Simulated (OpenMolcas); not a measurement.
# Yb³⁺ in CaF2: CASSCF and CASPT2 levels and susceptibility

Aim: the ligand-field states of Yb³⁺ in this surrounding, its lowest levels with spin-orbit coupling and its magnetic susceptibility.

Program: OpenMolcas 26.06. Level of theory: state-averaged CASSCF and CASPT2, spin-orbit coupling by RASSI with atomic mean-field integrals. These are calculated values, not measurements, unless marked.

## 1. Starting point

* Species: Yb³⁺ (ytterbium, Z = 70, 67 electrons)
* Basis: ANO-RCC-VDZP [7s6p4d2f1g], 180 functions with the ligands
* Scalar Hamiltonian: DKH2, point nucleus
* Inactive shells: 1s 2s 2p 3s 3p 3d 4s 4p 4d 5s 5p of the metal, and all ligand shells
* Active space: 13 electrons in 7 orbitals (4f)
* Some configurations of this space: 4f¹³
* Orbitals: optimised for the highest spin of each parity, averaged over all roots

Outer shells as boxes (Hund's rule):

4f13
```
4f [↑↓][↑↓][↑↓][↑↓][↑↓][↑↓][↑ ]
```

Yb³⁺ is taken with its 8 nearest fluoride ions at 2.366 Å, on the cation site of CaF2 (a = 5.46294 Å). The rest of the host is ab initio model potentials to 7.6 Å and point charges beyond; the distance is set by hand, nothing relaxes, and no local charge compensation is placed. Ligand basis ANO-RCC-VDZP.

```xyz
21

Yb    0.0000    0.0000    0.0000
F     1.3660    1.3660    1.3660
F     1.3660    1.3660   -1.3660
F     1.3660   -1.3660    1.3660
F     1.3660   -1.3660   -1.3660
F    -1.3660    1.3660    1.3660
F    -1.3660    1.3660   -1.3660
F    -1.3660   -1.3660    1.3660
F    -1.3660   -1.3660   -1.3660
Ca    0.0000    2.7315   -2.7315
Ca    0.0000   -2.7315    2.7315
Ca    0.0000    2.7315    2.7315
Ca    0.0000   -2.7315   -2.7315
Ca    2.7315   -2.7315    0.0000
Ca   -2.7315    2.7315    0.0000
Ca    2.7315    0.0000   -2.7315
Ca   -2.7315    0.0000    2.7315
Ca    2.7315    0.0000    2.7315
Ca   -2.7315    0.0000   -2.7315
Ca    2.7315    2.7315    0.0000
Ca   -2.7315   -2.7315    0.0000
```

The work runs as a chain of OpenMolcas steps in one folder; each step below is one input file. Labels, J, g values, rates, χT and fits are worked out afterwards by a script from the matrices that RASSI stores.

## 2. GATEWAY and SEWARD: basis and integrals

a.inp

```
&GATEWAY
Basis set
Yb.ANO-RCC-VDZP.
Yb1 0.0 0.0 0.0 Angstrom
End of basis
Basis set
F.ANO-RCC-VDZP.
L1 1.366011 1.366011 1.366011 Angstrom
L2 1.366011 1.366011 -1.366011 Angstrom
L3 1.366011 -1.366011 1.366011 Angstrom
L4 1.366011 -1.366011 -1.366011 Angstrom
End of basis
Basis set
Ca.EMB-AIMP.Pascual.0s.0s.ECP.CaF2.
PseudoCharge
* 21 symmetry-unique lattice sites within 7.6 angstrom
End of basis
Basis set
F.EMB-AIMP.Pascual.0s.0s.ECP.CaF2.
PseudoCharge
* 40 symmetry-unique lattice sites within 7.6 angstrom
End of basis
Symmetry
XYZ
AngMom=0.0 0.0 0.0
AMFI
RICD
XField
1348 Angstrom 0
* Evjen-weighted lattice charges
&SEWARD
```

Run with:

```console
> OMP_NUM_THREADS=1 MOLCAS_MEM=2457 MOLCAS_PROJECT=a pymolcas a.inp > a.log
```

## 3. CASSCF: doublets, 7 roots

a.inp

```
&RASSCF
FileOrb=start.orb
Symmetry=2
Spin=2
nActEl=13 0 0
Inactive=35 32
Ras2=0 7
CIRoot=7 7 1
SDav=7
CIMx=300
Iter=150 100
PrWF=0.3
OrbListing=Nothing
MaxOrb=0
LevShft=1.0
>>> COPY $Project.JobIph JOB001
```

start.orb holds start orbitals that the driver prepared beforehand, or those of the step before.

## 4. RASSI: spin-orbit coupling between the states

a.inp

```
&RASSI
NrOfJobIphs=1 7
1 2 3 4 5 6 7
IphNames
JOB001
EJob
SpinOrbit
DIPRint=1.0
SOCoupling=1000.0
Subsets=2
Property=9
'ANGMOM' 1 'ANGMOM' 2 'ANGMOM' 3 'MLTPL  1' 1 'MLTPL  1' 2 'MLTPL  1' 3
'AMFI' 1 'AMFI' 2 'AMFI' 3
SOProperty=3
'ANGMOM' 1 'ANGMOM' 2 'ANGMOM' 3
```

## 5. CASPT2: IPEA 0.25, imaginary shift 0.1 (closed shells correlated: 5s 5p of the metal, with ligand shells; the Frozen line counts the rest)

a.inp

```
>>> COPY JOB001 $Project.JobIph
&CASPT2
Multistate=7 1 2 3 4 5 6 7
NoMult
Frozen=18 13
IPEA=0.25
Imaginary=0.1
MaxIter=60
WThr=0.0 0.3 0.05
PrWF=0.5
NoMix
```

(Steps that only read results are left out.)

What does the calculation give? Wanted: spin-free ground state; first state of the same spin within the active space; lowest level; next level.

As calculated:

```
                                            quantity                                                                                                                                          value
                                              method  SS-CASPT2, IPEA 0.25, imaginary shift 0.1 (closed shells correlated: 5s 5p of the metal, with ligand shells; the Frozen line counts the rest)
                              spin-free ground state                                                                                                                2A2, 1-fold in its orbital part
first state of the same spin within the active space                                                                                                                                2T1 at 771 cm⁻¹
                                        lowest level                                                                                                                2-fold Γ7, g = 3.46, 3.46, 3.46
                                          next level                                                                                                                                     460.4 cm⁻¹
                                         χT at 300 K                                                                                                                                 2.24 cm³ K/mol
                           effective moment at 300 K                                                                                                                                        4.23 μB
```

Cost by method:

| method | time of its own steps | time with the reference |
| --- | --- | --- |
| A. CASSCF | 30 s | 30 s |
| B. SS-CASPT2, IPEA 0.25, imaginary shift 0.1, +5s 5p | 78 s | 1.8 min |

Times are of one thread on a shared host.

The spin-free ground state (2A2) comes to 100 % from free-ion F terms and keeps the highest spin of the shell. CASPT2 does not keep the components of a term degenerate, and the means are used.
